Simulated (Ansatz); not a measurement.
# HfV2H4 with one H vacancy: a dynamics run in two tries

The task is a short trajectory. Host space group I4_1/a.

Method: DFT PBEsol, plane waves, PAW, scalar-relativistic, no spin polarisation, in Ansatz 0.2.0.

## Step 1: Starting point

The cell holds 27 atoms (H15Hf4V8): a = 5.389 Å, b = 5.389 Å, c = 7.803 Å, α = 90.00°, β = 90.00°, γ = 90.00°.

Structure file:

```xyz
27
Lattice="5.3885 0.0000 0.0000 0.0000 5.3885 0.0000 0.0000 0.0000 7.8030" Properties=species:S:1:pos:R:3 pbc="T T T"
Hf    2.6651   -0.0206    1.9427
Hf   -0.0314    0.1070    3.8311
V    -0.0634    1.3799    1.0086
V     0.0143    4.0072    0.8771
V     1.3200    2.7978    2.9380
V     4.1355    2.6368    2.8284
H     0.8199    3.5939    4.3318
H     1.6134    1.2163    0.5574
H     1.6814    1.7841    6.2526
H     0.7738    1.7560    3.9080
H     1.5380    3.7465    1.2129
H     0.9131    3.8764    7.2819
H     0.9686    0.4175    2.0479
Hf   -0.0141    2.6722    5.8824
Hf    2.6753    2.6737   -0.0823
V     2.6533    4.0083    4.8900
V     2.6704    1.3465    4.9276
V     4.1731   -0.0944    6.7671
V     1.2988    0.0359    6.8630
H     3.7759    0.9203    7.8104
H     4.4097    3.8292    4.7952
H     4.2076    4.5692    2.6422
H     3.6397    4.4497    0.3497
H     4.8059    0.3159    5.5655
H     3.7047    1.0203    3.7957
H     2.8117    1.9707    1.7941
H     3.5346    3.6655    6.4009
```

## Step 2: First attempt

Input file input.yaml:

```yaml
accuracy: low
crystal:
  lattice:
    - [5.388546, 0.0, 0.0]
    - [0.0, 5.388546, 0.0]
    - [0.0, 0.0, 7.802992]
  atoms:
    - { symbol: Hf, position: [0.49459049, -0.00381421, 0.24896576] }
    - { symbol: Hf, position: [-0.00582104, 0.01986072, 0.49098386] }
    - { symbol: V, position: [-0.01176466, 0.25607972, 0.12926145] }
    - { symbol: V, position: [0.00265994, 0.7436466, 0.11240281] }
    - { symbol: V, position: [0.24496707, 0.51920438, 0.37652144] }
    - { symbol: V, position: [0.76745251, 0.48932592, 0.3624759] }
    - { symbol: H, position: [0.15216322, 0.66695064, 0.55514975] }
    - { symbol: H, position: [0.29940959, 0.22571046, 0.07144013] }
    - { symbol: H, position: [0.31202372, 0.33109268, 0.80131285] }
    - { symbol: H, position: [0.14359247, 0.32587936, 0.50083226] }
    - { symbol: H, position: [0.28542383, 0.69526645, 0.15543425] }
    - { symbol: H, position: [0.16945706, 0.71937798, 0.93322502] }
    - { symbol: H, position: [0.1797447, 0.07748214, 0.26245063] }
    - { symbol: Hf, position: [-0.00261969, 0.49589517, 0.75385861] }
    - { symbol: Hf, position: [0.496481, 0.49618622, -0.01054458] }
    - { symbol: V, position: [0.49239222, 0.74385995, 0.62668514] }
    - { symbol: V, position: [0.49556102, 0.24989111, 0.6315021] }
    - { symbol: V, position: [0.7744299, -0.01751381, 0.8672386] }
    - { symbol: V, position: [0.24103765, 0.00667079, 0.87953493] }
    - { symbol: H, position: [0.70073368, 0.17079706, 1.00095083] }
    - { symbol: H, position: [0.8183457, 0.71061898, 0.6145364] }
    - { symbol: H, position: [0.78083837, 0.84794849, 0.33860914] }
    - { symbol: H, position: [0.67545239, 0.82576737, 0.04481382] }
    - { symbol: H, position: [0.89187731, 0.05862182, 0.71324698] }
    - { symbol: H, position: [0.68751961, 0.18935248, 0.48644699] }
    - { symbol: H, position: [0.52179913, 0.36571998, 0.22992948] }
    - { symbol: H, position: [0.65594811, 0.68023159, 0.82030792] }
basis:
  ecutwfc: 420.0
kpoints:
  mp_grid: { grid: [2, 2, 1] }
hamiltonian:
  xc: pbesol
scf:
  occupations: { method: fermi_dirac, width: 0.05 }
  lower_state_search: "off"
  max_iter: 71
md:
  timestep: 0.5
  n_steps: 25
  ensemble: nvt_langevin
  temperature: 1920.0
  initial_velocities: maxwell_boltzmann
  seed: 875921
  friction: 0.05
  pressure: 1.0
```

Command:

```sh
$ ansatz run input.yaml --threads 1 --pin off --max-ram 3072MiB --backend cpu --events-out ev --progress --plain --runs-dir out
```

Q: Predict the outcome of this session. Wanted: first try.

**Answer**, as computed:

| quantity | value |
| --- | --- |
| first try | refused |
| cause | a pressure is typed for an ensemble at fixed volume, where nothing acts on it |

What this shows: The fault in the first input was caught at the input check and cost nothing.
